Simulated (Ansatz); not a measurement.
# CH8OSSi2: small, medium and large basis sets

How large a basis does CH8OSSi2 need? Two functionals are run in growing sets.

The runs use Ansatz 0.2.0, Gaussian basis; one geometry, several basis sets.

Plan: PBE0-D4/def2-SVP; ωB97M-V/def2-SVP; PBE0-D4/def2-QZVPP; ωB97M-V/def2-QZVPP; the functionals' def2-TZVPP values are taken from earlier runs.

### Step 1. Structure used throughout

The geometry comes from an earlier relaxation with PBE0-D4 in a triple-zeta def2 set; it is a stationary point, not always the lowest conformer.

SMILES `CO[SiH]([SiH3])S`, 13 atoms, charge 0, spin multiplicity 1.

Atoms are counted from 1 here; the program's logs count them from 0.

Bond lengths: C1–O2 1.412 Å, C1–H6 1.096 Å, C1–H7 1.094 Å, C1–H8 1.091 Å, O2–Si3 1.641 Å, Si3–Si4 2.334 Å, Si3–S5 2.142 Å, Si3–H9 1.490 Å, Si4–H10 1.487 Å, Si4–H11 1.488 Å, Si4–H12 1.487 Å, S5–H13 1.344 Å. Angles: O2–C1–H6 111.2°, O2–C1–H7 111.1°, O2–C1–H8 108.1°, H6–C1–H7 108.7°, H6–C1–H8 108.7°, H7–C1–H8 109.0°, C1–O2–Si3 123.5°, O2–Si3–Si4 106.2°, O2–Si3–S5 113.4°, O2–Si3–H9 110.7°, Si4–Si3–S5 110.6°, Si4–Si3–H9 114.4°, S5–Si3–H9 101.7°, Si3–Si4–H10 109.2°, Si3–Si4–H11 108.8°, Si3–Si4–H12 111.7°, H10–Si4–H11 108.8°, H10–Si4–H12 109.2° and more.

### Step 2. PBE0-D4 in def2-SVP

in.yaml reads:

```yaml
crystal:
  periodic: [false, false, false]
  atoms:
    - {symbol: C, position_ang: [-0.686406, 1.092463, 1.965964]}
    - {symbol: O, position_ang: [-0.570550, 0.078695, 0.989527]}
    - {symbol: Si, position_ang: [-0.007821, 0.343737, -0.528904]}
    - {symbol: Si, position_ang: [-0.078044, -1.718390, -1.618934]}
    - {symbol: S, position_ang: [1.975460, 1.152611, -0.571100]}
    - {symbol: H, position_ang: [-1.352190, 1.894342, 1.627795]}
    - {symbol: H, position_ang: [0.290737, 1.524579, 2.203302]}
    - {symbol: H, position_ang: [-1.105847, 0.646654, 2.868787]}
    - {symbol: H, position_ang: [-0.789455, 1.421744, -1.198430]}
    - {symbol: H, position_ang: [0.239663, -1.520617, -3.057852]}
    - {symbol: H, position_ang: [0.949099, -2.612726, -1.018872]}
    - {symbol: H, position_ang: [-1.413669, -2.360347, -1.496436]}
    - {symbol: H, position_ang: [2.569223, 0.022555, -0.150050]}
basis:
  gaussian: {orbitals: def2-SVP}
hamiltonian: {xc: pbe0, dispersion: d4}
output: {orbitals: {seedname: orbitals}}
```

Run with:

```console
$ ansatz run in.yaml --threads 4 --pin off --events-out ev --progress --plain --max-ram 10444MiB
```

The runs that follow: ωB97M-V in def2-SVP; PBE0-D4 in def2-QZVPP; ωB97M-V in def2-QZVPP.

Q: Predict the results of all the runs planned. Wanted: PBE0-D4: double and triple zeta above quadruple; ωB97M-V: double and triple zeta above quadruple.

As calculated:

| quantity | value |
| --- | --- |
| PBE0-D4: double and triple zeta above quadruple | 14.24, 1.05 eV |
| ωB97M-V: double and triple zeta above quadruple | 14.34, 1.00 eV |

PBE0-D4 gains 13.19 eV from double to triple zeta, then 1.05 eV more. Total energies overstate the basis error of differences, where much of it tends to cancel. The LUMO of ωB97M-V is positive and keeps falling with the basis (2.18 to 1.34 eV): an unbound level that the basis holds in place.
